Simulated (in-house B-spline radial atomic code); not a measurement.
# Sm³²⁺: starting-point dependence of G0W0 and RPA

Question: which mean-field start gives which removal energy for Sm³²⁺, before and after G0W0?

Method: RPA, second order, AC-SOSEX and G0W0 (contour deformation) on a scalar-relativistic mean field, all electrons; no spin-orbit coupling, Breit or QED terms, no two-electron picture change. Code: an in-house B-spline radial atomic code, version 1.

## (1) What is computed

| Quantity | Value |
| --- | --- |
| element | samarium (Z = 62) |
| charge | +32 |
| electrons | 30 |
| configuration | [Ar] 3d10 4s2 |
| next ion, run as well | [Ar] 3d10 4s1 |
| Hamiltonian | scalar-relativistic (spin-free one-electron X2C), finite nucleus |
| starts | Hartree-Fock, PBE, ωB97X, PBE0, CAM-B3LYP |

The outer shells:

Sm32+
```
[Ar] core
3d [↑↓][↑↓][↑↓][↑↓][↑↓]
4s [↑↓]
```

## (2) The run with the Hartree-Fock start

Settings of the run:

```ini
Z = 62
electrons = 30.0
configuration = [Ar] 3d10 4s2
hamiltonian = x2c
method = hf
lmax = 9
rms_radius = 5.0819
spin_polarised = False
box_radius = 2.91
intervals = 62
```

On the command line:

```
$ python run_gw.py task.json out
```

One command runs all members of the session, one after another, from task.json.

Results of the run (chosen fields of its result record, rounded):

```text
{
  "status": "converged",
  "energies [hartree]": {
    "mean_field": -9866.414094,
    "exx_total": -9866.414094,
    "exchange": -193.2449868,
    "rpa": -2.4306808,
    "rpa_summed": -2.3977197,
    "direct_second_order": -2.5618513,
    "second_order_exchange": 0.74911296,
    "sosex": 0.72476444
  },
  "rpa_by_multipole [hartree]": [-0.514427, -0.95593, -0.394706, -0.25478, -0.129583, -0.0757047, -0.0377236, -0.021042, -0.00936069, -0.00358087, -0.000763525, -0.000118137],
  "polarisability [bohr^3: independent particles, RPA]": [0.0795158, 0.0586553],
  "gap [hartree]": 4.882414,
  "levels [hartree]": [
    {"name": "4s", "occ": 1, "e": -49.01132, "sx": -2.641344, "vxc": -2.641344, "sc": -0.1408858, "z": 0.9916114, "qp": -49.15302, "tail": -0.000808013},
    {"name": "3d", "occ": 1, "e": -83.49887, "sx": -7.457446, "vxc": -7.457446, "sc": 0.1050381, "z": 0.9940137, "qp": -83.39689, "tail": -0.003059},
    {"name": "3p", "occ": 1, "e": -96.71157, "sx": -8.115549, "vxc": -8.115549, "sc": 0.1963005, "z": 0.986233, "qp": -96.51785, "tail": -0.002589255},
    {"name": "3s", "occ": 1, "e": -106.6551, "sx": -8.839979, "vxc": -8.839979, "sc": 0.1646187, "z": 0.9375188, "qp": -106.4928, "tail": -0.002292006},
    {"name": "4p", "occ": 0, "e": -44.12891, "sx": -1.183045, "vxc": -1.183045, "sc": -0.09254966, "z": 0.99117, "qp": -44.22233, "tail": -0.0008714639}
  ],
  "ion_energies [hartree]": {
    "mean_field": -9817.412133,
    "exx_total": -9817.412133,
    "exchange": -191.651394,
    "rpa": -2.2989229,
    "rpa_summed": -2.2666695,
    "direct_second_order": -2.4057403,
    "second_order_exchange": 0.71177542,
    "sosex": 0.69347323
  }
}
```

It took 5.8 s on 1 thread, shared host.

In the record, exx_total is the Hartree-Fock functional on the start's orbitals, rpa_summed the RPA energy up to lmax and rpa the same with the tail beyond it, gap the smallest same-spin excitation energy of the start. For a level, e is the start's value, sx and sc the exchange and correlation self-energies, vxc the start's own term, z the quasi-particle weight, and qp = e + sx − vxc + sc + tail. Deeper levels of weight under 0.85 meet poles of the self-energy and are not shown.

The 4s level moves from -1333.67 to -1337.52 eV (weight 0.99).

The largest part of the RPA energy comes from multipole 1 (40 % of the sum).

## (3) The run with the PBE start

Changes to the settings of step 2:

```diff
@@ -4,3 +4,3 @@
 hamiltonian = x2c
-method = hf
+method = pbe,pbe
 lmax = 9
```

Results of the run:

```text
{
  "status": "converged",
  "energies [hartree]": {
    "mean_field": -9867.94151,
    "exx_total": -9866.395276,
    "exchange": -193.1837445,
    "rpa": -2.5369824,
    "rpa_summed": -2.5037885,
    "direct_second_order": -2.6942766,
    "second_order_exchange": 0.79124943,
    "sosex": 0.75926024
  },
  "rpa_by_multipole [hartree]": [-0.537679, -1.01159, -0.408973, -0.262319, -0.132616, -0.0771939, -0.0382339, -0.0212512, -0.00943713, -0.00360746, -0.000767704, -0.000118712],
  "polarisability [bohr^3: independent particles, RPA]": [0.107034, 0.0722708],
  "gap [hartree]": 3.511223,
  "levels [hartree]": [
    {"name": "4s", "occ": 1, "e": -48.47779, "sx": -2.682947, "vxc": -2.146385, "sc": -0.159398, "z": 0.9879474, "qp": -49.17457, "tail": -0.0008242999},
    {"name": "3d", "occ": 1, "e": -81.47871, "sx": -7.457602, "vxc": -5.430775, "sc": 0.1296105, "z": 0.9921538, "qp": -83.379, "tail": -0.003070372},
    {"name": "4p", "occ": 0, "e": -44.96657, "sx": -1.226197, "vxc": -2.072263, "sc": -0.1080052, "z": 0.9868032, "qp": -44.2294, "tail": -0.0008993235}
  ],
  "ion_energies [hartree]": {
    "mean_field": -9818.694432,
    "exx_total": -9817.394511,
    "exchange": -191.5856687,
    "rpa": -2.3819872,
    "rpa_summed": -2.349515,
    "direct_second_order": -2.5021907,
    "second_order_exchange": 0.7432275,
    "sosex": 0.72142467
  }
}
```

Run time: 5.9 s. Hardware: 1 thread, shared host.

Highest level 4s: -1319.15 eV in the start, -1338.11 eV after G0W0, weight 0.99.

## (4) The run with the ωB97X start

Changes to the settings of step 3:

```diff
@@ -4,3 +4,3 @@
 hamiltonian = x2c
-method = pbe,pbe
+method = wb97x
 lmax = 9
```

Results of the run:

```text
{
  "status": "converged",
  "energies [hartree]": {
    "mean_field": -9868.961456,
    "exx_total": -9866.397114,
    "exchange": -193.2091192,
    "rpa": -2.5086995,
    "rpa_summed": -2.4755488,
    "direct_second_order": -2.6568972,
    "second_order_exchange": 0.77790174,
    "sosex": 0.74900676
  },
  "rpa_by_multipole [hartree]": [-0.532556, -0.994598, -0.405576, -0.26069, -0.131988, -0.0768845, -0.0381335, -0.0212115, -0.00942342, -0.00360307, -0.000766815, -0.000118584],
  "polarisability [bohr^3: independent particles, RPA]": [0.0940073, 0.0658676],
  "gap [hartree]": 4.019085,
  "levels [hartree]": [
    {"name": "4s", "occ": 1, "e": -48.72884, "sx": -2.683322, "vxc": -2.401959, "sc": -0.1535926, "z": 0.9893861, "qp": -49.16462, "tail": -0.0008249276},
    {"name": "3d", "occ": 1, "e": -81.95645, "sx": -7.457924, "vxc": -5.917674, "sc": 0.1224048, "z": 0.992786, "qp": -83.37737, "tail": -0.003070642},
    {"name": "3p", "occ": 1, "e": -94.5721, "sx": -8.102384, "vxc": -5.96897, "sc": 0.2435428, "z": 0.9116193, "qp": -96.46438, "tail": -0.002403402},
    {"name": "4p", "occ": 0, "e": -44.70976, "sx": -1.224597, "vxc": -1.818419, "sc": -0.1036048, "z": 0.9885645, "qp": -44.22044, "tail": -0.0008997463}
  ],
  "ion_energies [hartree]": {
    "mean_field": -9819.908083,
    "exx_total": -9817.397657,
    "exchange": -191.6252714,
    "rpa": -2.3620557,
    "rpa_summed": -2.3296152,
    "direct_second_order": -2.4784801,
    "second_order_exchange": 0.7342113,
    "sosex": 0.71366336
  }
}
```

Wall time 6.6 s (1 thread, shared host).

Highest level 4s: -1325.98 eV in the start, -1337.84 eV after G0W0, weight 0.99.

## (5) The run with the PBE0 start

Changes to the settings of step 4:

```diff
@@ -4,3 +4,3 @@
 hamiltonian = x2c
-method = wb97x
+method = pbe0
 lmax = 9
```

Results of the run:

```text
{
  "status": "converged",
  "energies [hartree]": {
    "mean_field": -9867.975784,
    "exx_total": -9866.403714,
    "exchange": -193.2011446,
    "rpa": -2.5082297,
    "rpa_summed": -2.4750927,
    "direct_second_order": -2.6575762,
    "second_order_exchange": 0.77918181,
    "sosex": 0.74966634
  },
  "rpa_by_multipole [hartree]": [-0.531579, -0.996029, -0.405233, -0.26038, -0.131844, -0.0768175, -0.0381064, -0.0211994, -0.00941829, -0.00360094, -0.000766691, -0.000118575],
  "polarisability [bohr^3: independent particles, RPA]": [0.0982695, 0.068183],
  "gap [hartree]": 3.856726,
  "levels [hartree]": [
    {"name": "4s", "occ": 1, "e": -48.62261, "sx": -2.672543, "vxc": -2.282133, "sc": -0.1543617, "z": 0.989058, "qp": -49.1682, "tail": -0.0008201411},
    {"name": "3d", "occ": 1, "e": -82.00321, "sx": -7.457691, "vxc": -5.957936, "sc": 0.1225616, "z": 0.9927479, "qp": -83.38347, "tail": -0.003067927},
    {"name": "4p", "occ": 0, "e": -44.76588, "sx": -1.215331, "vxc": -1.857588, "sc": -0.1036682, "z": 0.9881752, "qp": -44.22819, "tail": -0.0008923774}
  ],
  "ion_energies [hartree]": {
    "mean_field": -9818.780601,
    "exx_total": -9817.40246,
    "exchange": -191.604306,
    "rpa": -2.3600928,
    "rpa_summed": -2.3276739,
    "direct_second_order": -2.4765414,
    "second_order_exchange": 0.73449428,
    "sosex": 0.7137694
  }
}
```

Run time: 6 s. Hardware: 1 thread, shared host.

Highest level 4s: -1323.09 eV in the start, -1337.93 eV after G0W0, weight 0.99.

## (6) The run with the CAM-B3LYP start

Changes to the settings of step 5:

```diff
@@ -4,3 +4,3 @@
 hamiltonian = x2c
-method = pbe0
+method = camb3lyp
 lmax = 9
```

Results of the run:

```text
{
  "status": "converged",
  "energies [hartree]": {
    "mean_field": -9868.830773,
    "exx_total": -9866.400209,
    "exchange": -193.2004425,
    "rpa": -2.508994,
    "rpa_summed": -2.4758569,
    "direct_second_order": -2.6577777,
    "second_order_exchange": 0.77853778,
    "sosex": 0.74937052
  },
  "rpa_by_multipole [hartree]": [-0.532689, -0.99522, -0.405436, -0.260539, -0.131912, -0.0768411, -0.0381136, -0.0212014, -0.00941895, -0.00360111, -0.000766612, -0.00011855],
  "polarisability [bohr^3: independent particles, RPA]": [0.0963009, 0.0671982],
  "gap [hartree]": 3.938666,
  "levels [hartree]": [
    {"name": "4s", "occ": 1, "e": -48.69265, "sx": -2.675941, "vxc": -2.355164, "sc": -0.1537317, "z": 0.9892172, "qp": -49.16798, "tail": -0.0008213068},
    {"name": "3d", "occ": 1, "e": -81.96166, "sx": -7.45781, "vxc": -5.916169, "sc": 0.1231058, "z": 0.9927252, "qp": -83.38326, "tail": -0.003067486},
    {"name": "4p", "occ": 0, "e": -44.75398, "sx": -1.218585, "vxc": -1.849632, "sc": -0.1037289, "z": 0.9883733, "qp": -44.22756, "tail": -0.0008942625}
  ],
  "ion_energies [hartree]": {
    "mean_field": -9819.615736,
    "exx_total": -9817.39927,
    "exchange": -191.6041294,
    "rpa": -2.3620676,
    "rpa_summed": -2.3296489,
    "direct_second_order": -2.4786919,
    "second_order_exchange": 0.73453069,
    "sosex": 0.71387915
  }
}
```

It took 6.5 s on 1 thread, shared host.

Highest level 4s: -1324.99 eV in the start, -1337.93 eV after G0W0, weight 0.99.

## (7) Comparison

| start | level | mean field (eV) | G0W0 (eV) | weight | RPA (hartree) | RPA+SOSEX (hartree) | α, direct RPA (bohr³) | time | miss (eV) |
| --- | --- | --- | --- | --- | --- | --- | --- | --- | --- |
| Hartree-Fock | 4s | -1333.67 | -1337.52 | 0.992 | -2.43068 | -1.70592 | 0.05866 | 5.8 s | +5.52 |
| PBE | 4s | -1319.15 | -1338.11 | 0.988 | -2.53698 | -1.77772 | 0.07227 | 5.9 s | +6.11 |
| ωB97X | 4s | -1325.98 | -1337.84 | 0.989 | -2.50870 | -1.75969 | 0.06587 | 6.6 s | +5.84 |
| PBE0 | 4s | -1323.09 | -1337.93 | 0.989 | -2.50823 | -1.75856 | 0.06818 | 6 s | +5.93 |
| CAM-B3LYP | 4s | -1324.99 | -1337.93 | 0.989 | -2.50899 | -1.75962 | 0.06720 | 6.5 s | +5.93 |

The miss is the G0W0 removal energy (the level with its sign changed) less the tabulated theoretical ionisation energy, 1332.0 ± 4 eV. Times are single runs on a shared host.

Removal energy from total energies of the two species (eV):

| start | mean field | HF functional | RPA | RPA+SOSEX | second order |
| --- | --- | --- | --- | --- | --- |
| Hartree-Fock | 1333.4 | 1333.4 | 1337.0 | 1336.1 | 1336.6 |
| PBE | 1340.1 | 1333.4 | 1337.6 | 1336.6 | 1337.3 |
| ωB97X | 1334.8 | 1333.3 | 1337.3 | 1336.4 | 1337.0 |
| PBE0 | 1338.7 | 1333.4 | 1337.4 | 1336.4 | 1337.1 |
| CAM-B3LYP | 1339.2 | 1333.4 | 1337.4 | 1336.4 | 1337.1 |

## (8) Results

```
                                          quantity                                                              value
   highest level, mean field (range over the runs)                                            -1333.67 to -1319.15 eV
         highest level, G0W0 (range over the runs)                                            -1338.11 to -1337.52 eV
                            RPA correlation energy                                           -2.537 to -2.431 hartree
                                         RPA+SOSEX                                         -1.7777 to -1.7059 hartree
tabulated theoretical ionisation energy (4s shell)  1332.0 ± 4 eV (NIST Atomic Spectra Database, ionization energies)
               G0W0 removal energy less that value                                                  +5.52 to +6.11 eV
```

What this shows: Across the starts the mean-field level varies by 14.5 eV and the G0W0 level by 0.59 eV (4.0 % as much). Without exact exchange the level is bound too weakly, and G0W0 lowers it by 19 eV. RPA gives the most correlation on PBE and the least on Hartree-Fock (4.2 % apart). The tabulated theoretical ionisation energy is 1332.0 ± 4 eV. G0W0 is off by about +5.93 eV (+0.45 %) in every run shown, whatever the start. The tabulated value's own uncertainty covers most of the miss, so the miss is not established. Read as a removal energy, the bare PBE level is off by -12.9 eV (-0.96 %) and the nearest bare level, Hartree-Fock's, by +1.67 eV. As differences of total energies the mean miss over the starts is 5.2 eV for mean field, 5.3 eV for RPA, 4.4 eV for RPA+SOSEX. The reference's uncertainty exceeds the spread between them.
